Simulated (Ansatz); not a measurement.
# Alloy of SnO2 and TiO2 (23 of 24 Sn sites exchanged), 72 atoms

Wanted: the relaxed alloy cell and its gap (PBEsol, HSE06 and r²SCAN).

Program: Ansatz 0.2.0, PAW, plane waves. These are calculated values, not measurements.

**1. Starting point**

72 atoms (23 Ti, 1 Sn, 48 O); a = 9.204 Å, b = 9.204 Å, c = 8.866 Å, α = 90.00°, β = 90.00°, γ = 90.00°. All atoms were shaken off their sites by about 0.02 Å along each axis.

Steps to follow: (2) PBEsol cell relaxation at the single k point (½, ½, ½), on 7 threads of Arm Neoverse-V2; (3) HSE06 single point at the Γ point alone, on 7 threads of Arm Neoverse-V2; (4) r²SCAN single point at the Γ point alone, on 7 threads of Arm Neoverse-V2.

**2. Relaxing cell and atoms with PBEsol**

File in.yaml:

```yaml
crystal:
  lattice:
    - [9.204144, 0.000000, 0.000000]
    - [0.000000, 9.204144, 0.000000]
    - [0.000000, 0.000000, 8.865794]
  atoms:
    - { symbol: Ti, position: [0.002620, 0.998243, 0.000712] }
    - { symbol: Ti, position: [0.003529, 0.001697, 0.333637] }
    - { symbol: Ti, position: [0.001090, 0.000567, 0.666962] }
    - { symbol: Ti, position: [0.995178, 0.498675, 0.003137] }
    - { symbol: Ti, position: [0.002082, 0.498590, 0.335000] }
    - { symbol: Ti, position: [0.001480, 0.500191, 0.662068] }
    - { symbol: Ti, position: [0.502212, 0.002096, 0.000662] }
    - { symbol: Ti, position: [0.499268, 0.997204, 0.333580] }
    - { symbol: Ti, position: [0.498715, 0.999843, 0.668370] }
    - { symbol: Ti, position: [0.502223, 0.499804, 0.997728] }
    - { symbol: Ti, position: [0.497637, 0.502888, 0.331013] }
    - { symbol: Ti, position: [0.500430, 0.498466, 0.668428] }
    - { symbol: Ti, position: [0.249869, 0.250839, 0.166570] }
    - { symbol: Ti, position: [0.247623, 0.250715, 0.500529] }
    - { symbol: Ti, position: [0.251925, 0.246858, 0.834168] }
    - { symbol: Ti, position: [0.252491, 0.748696, 0.168800] }
    - { symbol: Ti, position: [0.253964, 0.751626, 0.497811] }
    - { symbol: Ti, position: [0.250175, 0.751666, 0.835097] }
    - { symbol: Ti, position: [0.752019, 0.250618, 0.166887] }
    - { symbol: Ti, position: [0.747493, 0.249578, 0.504219] }
    - { symbol: Ti, position: [0.751843, 0.250016, 0.834097] }
    - { symbol: Ti, position: [0.752430, 0.750456, 0.501488] }
    - { symbol: Ti, position: [0.751743, 0.753693, 0.838105] }
    - { symbol: Sn, position: [0.751384, 0.749783, 0.169133] }
    - { symbol: O, position: [0.152756, 0.153317, 0.002046] }
    - { symbol: O, position: [0.152196, 0.148457, 0.334121] }
    - { symbol: O, position: [0.153501, 0.151668, 0.661068] }
    - { symbol: O, position: [0.154559, 0.650475, 0.003315] }
    - { symbol: O, position: [0.152214, 0.652053, 0.337285] }
    - { symbol: O, position: [0.150683, 0.650602, 0.668497] }
    - { symbol: O, position: [0.652492, 0.151563, 0.998950] }
    - { symbol: O, position: [0.653393, 0.153308, 0.335450] }
    - { symbol: O, position: [0.656092, 0.154701, 0.667938] }
    - { symbol: O, position: [0.653431, 0.656793, 0.999509] }
    - { symbol: O, position: [0.650487, 0.653728, 0.333499] }
    - { symbol: O, position: [0.654074, 0.656717, 0.665732] }
    - { symbol: O, position: [0.350166, 0.345658, 0.999402] }
    - { symbol: O, position: [0.347595, 0.348963, 0.337187] }
    - { symbol: O, position: [0.348794, 0.350076, 0.668789] }
    - { symbol: O, position: [0.346360, 0.846797, 0.998813] }
    - { symbol: O, position: [0.345906, 0.847636, 0.329731] }
    - { symbol: O, position: [0.346423, 0.851834, 0.666046] }
    - { symbol: O, position: [0.847331, 0.345041, 0.997980] }
    - { symbol: O, position: [0.851367, 0.347511, 0.329048] }
    - { symbol: O, position: [0.846705, 0.348034, 0.670470] }
    - { symbol: O, position: [0.844305, 0.849642, 0.002660] }
    - { symbol: O, position: [0.852076, 0.848038, 0.335534] }
    - { symbol: O, position: [0.847205, 0.847101, 0.669611] }
    - { symbol: O, position: [0.098014, 0.399775, 0.165629] }
    - { symbol: O, position: [0.095960, 0.401354, 0.498974] }
    - { symbol: O, position: [0.097968, 0.400084, 0.831043] }
    - { symbol: O, position: [0.097119, 0.904060, 0.164031] }
    - { symbol: O, position: [0.096323, 0.902530, 0.500472] }
    - { symbol: O, position: [0.100179, 0.901498, 0.831240] }
    - { symbol: O, position: [0.594462, 0.402447, 0.168794] }
    - { symbol: O, position: [0.600500, 0.401254, 0.501805] }
    - { symbol: O, position: [0.592431, 0.400419, 0.831945] }
    - { symbol: O, position: [0.597965, 0.898811, 0.165485] }
    - { symbol: O, position: [0.599700, 0.900689, 0.499971] }
    - { symbol: O, position: [0.595523, 0.903706, 0.835655] }
    - { symbol: O, position: [0.398801, 0.094811, 0.164779] }
    - { symbol: O, position: [0.401536, 0.095587, 0.500850] }
    - { symbol: O, position: [0.399820, 0.096398, 0.834443] }
    - { symbol: O, position: [0.398022, 0.597460, 0.167040] }
    - { symbol: O, position: [0.402887, 0.597248, 0.502161] }
    - { symbol: O, position: [0.405462, 0.597962, 0.832630] }
    - { symbol: O, position: [0.900717, 0.099645, 0.164280] }
    - { symbol: O, position: [0.904498, 0.096719, 0.501268] }
    - { symbol: O, position: [0.900385, 0.098342, 0.831900] }
    - { symbol: O, position: [0.904185, 0.596344, 0.173551] }
    - { symbol: O, position: [0.905220, 0.594985, 0.499940] }
    - { symbol: O, position: [0.903421, 0.597730, 0.831150] }
kpoints:
  mp_grid: { grid: [1, 1, 1], shift: [0.5, 0.5, 0.5] }
hamiltonian:
  xc: pbesol
scf:
  occupations: { method: fermi_dirac, width: 0.01 }
relax:
  f_tol: 0.03
  max_steps: 80
  escape_saddle: false
  adjacent_minimum: "off"
  cell: { fix: [alpha, beta, gamma] }
output:
  forces: true
  eigenvalues: true
  populations: true
```

Further steps of the session: HSE06 on the final geometry; r²SCAN on the same atoms.

Before running it: what results should come out? Wanted: for each run, top filled to lowest empty.

**Answer**, as computed:

| level | time | k points | top filled to lowest empty (eV) |
| --- | --- | --- | --- |
| PBEsol, relaxation | 73 s (7 CPU threads) | (½, ½, ½) | 2.66 |
| HSE06 | 4.9 min (7 CPU threads) | Γ | 3.42 |
| r²SCAN | 26 s (7 CPU threads) | Γ | 2.24 |

| quantity | value |
| --- | --- |
| relaxation | 12 recorded steps, 1.16 eV gained |
| largest shift | 0.14 Å (O46) |
| relaxed cell | a = 9.218 Å, b = 9.218 Å, c = 8.822 Å, α = 90.00°, β = 90.00°, γ = 90.00° |
| mean bonds | O–Sn 2.044, O–Ti 1.955 Å |

**Reading.** Relaxation gains 1.16 eV, with shifts up to 0.14 Å (O46), while the volume changes by -0.2 %. The mean lengths of the listed bonds run from O–Ti 1.96 Å to O–Sn 2.04 Å. At the same k points, r²SCAN gives a spacing 1.18 eV smaller than the 3.42 eV of HSE06. Rows on different k points differ by sampling as well as by level. Exact exchange costs time: HSE06 ran about 11 times as long as r²SCAN on the same kind of device. With one k point the spacing samples only the states that fold onto it, so it can exceed the gap over the zone.
